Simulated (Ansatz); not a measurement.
# ScSbTe3: the cost of one run

Method: DFT PBE, scalar-relativistic, plane waves, PAW, in Ansatz 0.2.0.

1 further run of the same task is left out (it didn't finish).

## Step 1: The system as given

It takes space group Pm-3m (No. 221, cubic). Conventional cell: a = 5.353 Å, b = 5.353 Å, c = 5.353 Å, α = 90.00°, β = 90.00°, γ = 90.00°. Sc (site symmetry m-3m) is surrounded by 6 Te at 2.68 Å. Sb (site symmetry m-3m) is surrounded by 12 Te at 3.78 Å. Te (site symmetry 4/mmm) has 2 Sc at 2.68 Å and 4 Sb at 3.78 Å as nearest neighbours.

Coordinates:

```cif
data_structure
_symmetry_space_group_name_H-M 'Pm-3m'
_symmetry_Int_Tables_number 221
_cell_length_a 5.3526
_cell_length_b 5.3526
_cell_length_c 5.3526
_cell_angle_alpha 90.000
_cell_angle_beta 90.000
_cell_angle_gamma 90.000
_cell_volume 153.35
loop_
_atom_site_label
_atom_site_type_symbol
_atom_site_symmetry_multiplicity
_atom_site_Wyckoff_symbol
_atom_site_fract_x
_atom_site_fract_y
_atom_site_fract_z
_atom_site_occupancy
Sc1 Sc 1 a 0.00000 0.00000 0.00000 1
Sb1 Sb 1 b 0.50000 0.50000 0.50000 1
Te1 Te 3 d 0.50000 0.00000 0.00000 1
```

The cell is invented: random cell by space group and Wyckoff sites (Pm-3m, No. 221). Lengths come from tabulated atomic sizes and are only a guess.

## Step 2: The guess as it stands, on a coarse mesh

Input file input.yaml:

```yaml
crystal:
  lattice:
    - [5.35260411, 0.0, 0.0]
    - [0.0, 5.35260411, 0.0]
    - [0.0, 0.0, 5.35260411]
  atoms:
    - { symbol: Sc, position: [0.0, 0.0, 0.0] }
    - { symbol: Sb, position: [0.5, 0.5, 0.5] }
    - { symbol: Te, position: [0.5, 0.0, 0.0] }
    - { symbol: Te, position: [0.0, 0.5, 0.0] }
    - { symbol: Te, position: [0.0, 0.0, 0.5] }
basis:
  ecutwfc: 420
kpoints:
  mp_grid: { grid: [4, 4, 4] }
hamiltonian:
  xc: pbe
scf:
  occupations: { method: gaussian, width: 0.1 }
  lower_state_search: "off"
output:
  forces: true
  stress: true
  eigenvalues: true
```

The run is started by

```
$ ansatz run input.yaml --threads 1 --pin off --max-ram 2560MiB --backend cpu --events-out ev --progress --plain --runs-dir out
```

**Question.** How long does this run take on 1 thread of Intel Xeon Platinum 8488C (Sapphire Rapids), shared host, and how much memory does it need?

About 4.7 s, with a peak of 0.48 GiB.
